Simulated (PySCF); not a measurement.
**C2H7GaO (SMILES CC[O][GaH2]) at 6 levels**

Wanted: a comparison of 6 runs (HF/STO-3G, HF/3-21G, B3LYP/6-31G*, PBE0/def2-SVP, MP2/6-311G**) of C2H7GaO. The job is set up through a Python script.

The results are computed with PySCF 2.14.0.

1 further run of the same task is left out (set aside as unsound or not needed).

## Step 1: The system as given

C2H7GaO: 11 atoms, total charge 0, spin state singlet. As SMILES, `CC[O][GaH2]`. Geometry: relaxed at PBE0-D4/def2-TZVP. This is one conformer, not always the lowest.

Bond lengths: C1–C2 1.512 Å, C2–O3 1.403 Å, O3–Ga4 1.780 Å, C1–H5 1.093 Å, C1–H6 1.094 Å, C1–H7 1.094 Å, C2–H8 1.098 Å, C2–H9 1.098 Å, Ga4–H10 1.561 Å, Ga4–H11 1.557 Å. Some angles: C1–C2–O3 115.5°, C2–O3–Ga4 131.5°, C1–C2–H8 109.3°, C1–C2–H9 109.3°, O3–C2–H8 108.0°, O3–C2–H9 108.0°, C2–C1–H5 110.0°, C2–C1–H6 111.5°, C2–C1–H7 111.5°, O3–Ga4–H10 120.8°.

## Step 2: Energy and gradient at HF/STO-3G (run 1)

input.py

```python
# CC[O][GaH2]
from pyscf import gto

molecule = gto.Mole()
molecule.atom = '''
C       -0.350000       1.241000       0.150900
C       -0.953100      -0.089400       0.543000
O       -0.214800      -1.221800       0.168500
Ga       1.330300      -1.387400      -0.699400
H       -0.996200       2.056600       0.485600
H        0.634400       1.384000       0.605500
H       -0.236700       1.325400      -0.933600
H       -1.089200      -0.118800       1.632300
H       -1.955000      -0.177300       0.102100
H        2.110300      -0.126600      -1.189100
H        1.720000      -2.885700      -0.865800
'''
molecule.basis = 'sto-3g'
molecule.verbose = 4
molecule.max_memory = 1860
molecule.build()

hf = molecule.RHF()
hf.conv_tol = 1e-10
hf.kernel()
if not hf.converged:
    hf = hf.newton().run(hf.mo_coeff, hf.mo_occ)

e_final = hf.e_tot
print(f'total energy: {e_final:.8f} hartree')
grad = hf.nuc_grad_method().kernel()
hf.analyze()
```

The run is started by

```
$ OMP_NUM_THREADS=1 python input.py
```

Standard output:

```text
PySCF version 2.14.0

[... 87 lines left out ...]
Total Energy =                       -2053.610436641973138
[... 4 lines left out ...]
DFT Exchange-Correlation Energy =      -95.823360174342497
[... 6 lines left out ...]
MO #5   energy= -41.8761728052136  occ= 2
[... 4 lines left out ...]
MO #10  energy= -3.9064118433857   occ= 2
[... 4 lines left out ...]
MO #15  energy= -0.79044261100175  occ= 2
[... 4 lines left out ...]
MO #20  energy= -0.482616954407435 occ= 2
[... 4 lines left out ...]
MO #25  energy= -0.31494418748638  occ= 2
[... 4 lines left out ...]
MO #30  energy= 0.201594689025126  occ= 0
[... 4 lines left out ...]
MO #35  energy= 0.65022986122037   occ= 0
[... 4 lines left out ...]
MO #40  energy= 0.812892181937903  occ= 0
[... 15 lines left out ...]
pop of  2 O 2py           1.47554
pop of  2 O 2pz           1.67186
pop of  3 Ga 1s           2.00000
pop of  3 Ga 2s           1.99999
pop of  3 Ga 3s           1.99859
pop of  3 Ga 4s           1.10654
pop of  3 Ga 2px          2.00000
pop of  3 Ga 2py          2.00000
pop of  3 Ga 2pz          2.00000
pop of  3 Ga 3px          1.99912
pop of  3 Ga 3py          1.99903
pop of  3 Ga 3pz          1.99901
pop of  3 Ga 4px          0.55944
pop of  3 Ga 4py          0.88289
pop of  3 Ga 4pz          0.34556
pop of  3 Ga 3dxy         1.97180
pop of  3 Ga 3dyz         1.98933
pop of  3 Ga 3dz^2        1.94748
pop of  3 Ga 3dxz         1.92998
pop of  3 Ga 3dx2-y2      1.92390
pop of  4 H 1s            0.96236
pop of  5 H 1s            0.96652
pop of  6 H 1s            0.96652
pop of  7 H 1s            0.97893
pop of  8 H 1s            0.97892
pop of  9 H 1s            1.08742
pop of  10 H 1s           1.08511
 ** Mulliken atomic charges  **
charge of    0C =     -0.11496
charge of    1C =      0.05711
charge of    2O =     -0.26372
charge of    3Ga =      0.34735
charge of    4H =      0.03764
charge of    5H =      0.03348
charge of    6H =      0.03348
charge of    7H =      0.02107
charge of    8H =      0.02108
charge of    9H =     -0.08742
charge of   10H =     -0.08511
Dipole moment(X, Y, Z, Debye):  0.08676,  1.05514, -0.08668
```

Run time: 3.3 s. Hardware: 1 thread of Intel Xeon at 2.70GHz, shared host; peak memory 0.12 GiB.

## Step 3: Energy and forces at HF/3-21G (run 2)

geometry.xyz

```xyz
11

C     -0.350000     1.241000     0.150900
C     -0.953100    -0.089400     0.543000
O     -0.214800    -1.221800     0.168500
Ga     1.330300    -1.387400    -0.699400
H     -0.996200     2.056600     0.485600
H      0.634400     1.384000     0.605500
H     -0.236700     1.325400    -0.933600
H     -1.089200    -0.118800     1.632300
H     -1.955000    -0.177300     0.102100
H      2.110300    -0.126600    -1.189100
H      1.720000    -2.885700    -0.865800
```

job.py

```python
import pyscf.grad
from pyscf import gto, scf

system = gto.Mole()
system.atom = 'geometry.xyz'
system.verbose = 4
system.max_memory = 1860
system.charge = 0
system.basis = '3-21g'
system.spin = 0
system.build()

calc0 = scf.RHF(system)
calc0.conv_tol = 1e-10
calc0.kernel()
if not calc0.converged:
    calc0 = calc0.newton().run(calc0.mo_coeff, calc0.mo_occ)

energy = calc0.e_tot
print('E = %.10f Eh' % energy)
grad = calc0.Gradients().kernel()
calc0.analyze()
```

The run is started by

```
$ OMP_NUM_THREADS=1 python job.py
```

Standard output:

```text
PySCF version 2.14.0

[... 81 lines left out ...]
One-electron Energy =                -3409.654522574789098
[... 7 lines left out ...]
MO #3   energy= -42.23100552423    occ= 2
[... 5 lines left out ...]
MO #9   energy= -6.35526264835934  occ= 2
[... 5 lines left out ...]
MO #15  energy= -1.1123430790557   occ= 2
[... 5 lines left out ...]
MO #21  energy= -0.638577342184905 occ= 2
[... 5 lines left out ...]
MO #27  energy= -0.439794238870981 occ= 2
[... 5 lines left out ...]
MO #33  energy= 0.219690238006864  occ= 0
[... 5 lines left out ...]
MO #39  energy= 0.363503215418489  occ= 0
[... 5 lines left out ...]
MO #45  energy= 0.927057440037066  occ= 0
[... 5 lines left out ...]
MO #51  energy= 1.29677467495543   occ= 0
[... 5 lines left out ...]
MO #57  energy= 1.45015264563181   occ= 0
[... 5 lines left out ...]
MO #63  energy= 3.39303952726782   occ= 0
[... 38 lines left out ...]
pop of  3 Ga 3py          1.99990
pop of  3 Ga 3pz          1.99988
pop of  3 Ga 4px          0.38805
pop of  3 Ga 4py          0.80024
pop of  3 Ga 4pz          0.22810
pop of  3 Ga 5px          0.00947
pop of  3 Ga 5py          0.00815
pop of  3 Ga 5pz          0.00326
pop of  3 Ga 3dxy         1.99524
pop of  3 Ga 3dyz         1.99833
pop of  3 Ga 3dz^2        1.99556
pop of  3 Ga 3dxz         1.99099
pop of  3 Ga 3dx2-y2      1.98936
pop of  4 H 1s            0.89730
pop of  4 H 2s            0.00890
pop of  5 H 1s            0.90370
pop of  5 H 2s            0.00825
pop of  6 H 1s            0.90369
pop of  6 H 2s            0.00825
pop of  7 H 1s            0.91280
pop of  7 H 2s            0.00977
pop of  8 H 1s            0.91278
pop of  8 H 2s            0.00977
pop of  9 H 1s            1.13705
pop of  9 H 2s            0.00205
pop of  10 H 1s           1.12305
pop of  10 H 2s           0.00101
 ** Mulliken atomic charges  **
charge of    0C =     -0.28043
charge of    1C =      0.08743
charge of    2O =     -0.60474
charge of    3Ga =      0.63610
charge of    4H =      0.09381
charge of    5H =      0.08805
charge of    6H =      0.08806
charge of    7H =      0.07743
charge of    8H =      0.07745
charge of    9H =     -0.13910
charge of   10H =     -0.12406
Dipole moment(X, Y, Z, Debye):  0.50999,  1.53986, -0.34174
```

Wall time 3.6 s (1 thread of Intel Xeon at 2.70GHz, shared host); peak memory 0.13 GiB.

Runs 3 to 5 aren't shown in full; the table further down has their settings and results.

## Step 4: Energy and forces at MP2/6-311G(d,p) (run 6)

calc.py

```python
# CC[O][GaH2]
from pyscf import gto, scf, mp

system = gto.Mole()
system.atom = [
    ('C', (-0.350000, 1.241000, 0.150900)),
    ('C', (-0.953100, -0.089400, 0.543000)),
    ('O', (-0.214800, -1.221800, 0.168500)),
    ('Ga', (1.330300, -1.387400, -0.699400)),
    ('H', (-0.996200, 2.056600, 0.485600)),
    ('H', (0.634400, 1.384000, 0.605500)),
    ('H', (-0.236700, 1.325400, -0.933600)),
    ('H', (-1.089200, -0.118800, 1.632300)),
    ('H', (-1.955000, -0.177300, 0.102100)),
    ('H', (2.110300, -0.126600, -1.189100)),
    ('H', (1.720000, -2.885700, -0.865800)),
]
system.spin = 0
system.max_memory = 1860
system.verbose = 4
system.basis = '6-311g**'
system.build()

mf = scf.RHF(system)
mf.conv_tol = 1e-10
mf.kernel()
if not mf.converged:
    mf = mf.newton().run(mf.mo_coeff, mf.mo_occ)

pt = mp.MP2(mf, frozen=12).run()
etot = pt.e_tot
print('Final energy', etot)
grad = pt.nuc_grad_method().kernel()
dip = mf.dip_moment()
pop, q = mf.mulliken_pop()
```

The run is started by

```
$ OMP_NUM_THREADS=1 python calc.py
```

Standard output:

```text
PySCF version 2.14.0

[... 67 lines left out ...]
converged SCF energy = -2077.91877040651
[... 8 lines left out ...]
Final energy -2078.662039691891
[... 8 lines left out ...]
Dipole moment(X, Y, Z, Debye):  0.57674,  1.30341, -0.37127
[... 113 lines left out ...]
pop of  6 H 3s            0.09840
pop of  6 H 2px           0.00419
pop of  6 H 2py           0.00395
pop of  6 H 2pz           0.01584
pop of  7 H 1s            0.27045
pop of  7 H 2s            0.54451
pop of  7 H 3s            0.09548
pop of  7 H 2px           0.00345
pop of  7 H 2py           0.00251
pop of  7 H 2pz           0.01667
pop of  8 H 1s            0.27045
pop of  8 H 2s            0.54450
pop of  8 H 3s            0.09546
pop of  8 H 2px           0.01436
pop of  8 H 2py           0.00257
pop of  8 H 2pz           0.00570
pop of  9 H 1s            0.22568
pop of  9 H 2s            0.58561
pop of  9 H 3s            0.34552
pop of  9 H 2px           0.00237
pop of  9 H 2py           0.00567
pop of  9 H 2pz           0.00116
pop of  10 H 1s           0.22529
pop of  10 H 2s           0.58968
pop of  10 H 3s           0.33879
pop of  10 H 2px          0.00097
pop of  10 H 2py          0.00767
pop of  10 H 2pz          0.00051
 ** Mulliken atomic charges  **
charge of    0C =     -0.32035
charge of    1C =      0.17119
charge of    2O =     -0.80079
charge of    3Ga =      0.86810
charge of    4H =      0.09501
charge of    5H =      0.09092
charge of    6H =      0.09094
charge of    7H =      0.06694
charge of    8H =      0.06696
charge of    9H =     -0.16602
charge of   10H =     -0.16291
```

Run time: 71 s. Hardware: 1 thread of Intel Xeon at 2.70GHz, shared host; peak memory 2 GiB.

## Step 5: All runs side by side

```
run                               level  integration grid  Cartesian functions   energy (Eh)  dipole moment (D) of the reference  HOMO energy (eV)  LUMO energy (eV)  wall time
  1                           HF/STO-3G                 –                   no  -2053.610437                                1.06             -7.24              5.49      3.3 s
  2                            HF/3-21G                 –                   no  -2067.668655                                1.66            -10.91              1.65      3.6 s
  3  B3LYP/6-31G* (spherical functions)                 5                   no  -2080.269240                                1.29             -7.37             -1.31       46 s
  4  B3LYP/6-31G* (Cartesian functions)                 5                  yes  -2080.277238                                1.29             -7.36             -1.30       48 s
  5                       PBE0/def2-SVP                 5                   no  -2079.704777                                1.30             -7.68             -1.04       59 s
  6                        MP2/6-311G**                 –                   no  -2078.662040                                1.47            -11.31              1.24       71 s
```

## Step 6: Outcome

| quantity | value |
| --- | --- |
| run 6: total energy | -2078.66204 Eh |
| run 6: dipole moment (Hartree–Fock density) | 1.47 D |
| run 6: HOMO energy (Hartree–Fock orbitals) | -11.31 eV |
| run 6: LUMO energy (Hartree–Fock orbitals) | 1.24 eV |
| run 6: HOMO–LUMO gap (Hartree–Fock orbitals) | 12.55 eV |
| run 6: correlation energy (12 core orbitals frozen) | -743.3 mEh |
| run 6: largest force on an atom | 0.479 eV/Å |

**Reading.** Over runs 1, 2, 3, 4, 5 the dipole moment (its size) runs from 1.06 D (HF/STO-3G) to 1.66 D (HF/3-21G). Over runs 1, 2, 3, 4, 5 the HOMO–LUMO gap runs from 6.06 eV (B3LYP/6-31G*) to 12.72 eV (HF/STO-3G). The two ends differ in method and basis. Totals of different functionals can't be ranked against each other. In run 1 the basis is minimal, so the values are rough. All runs together took 3.9 min, the longest 71 s.
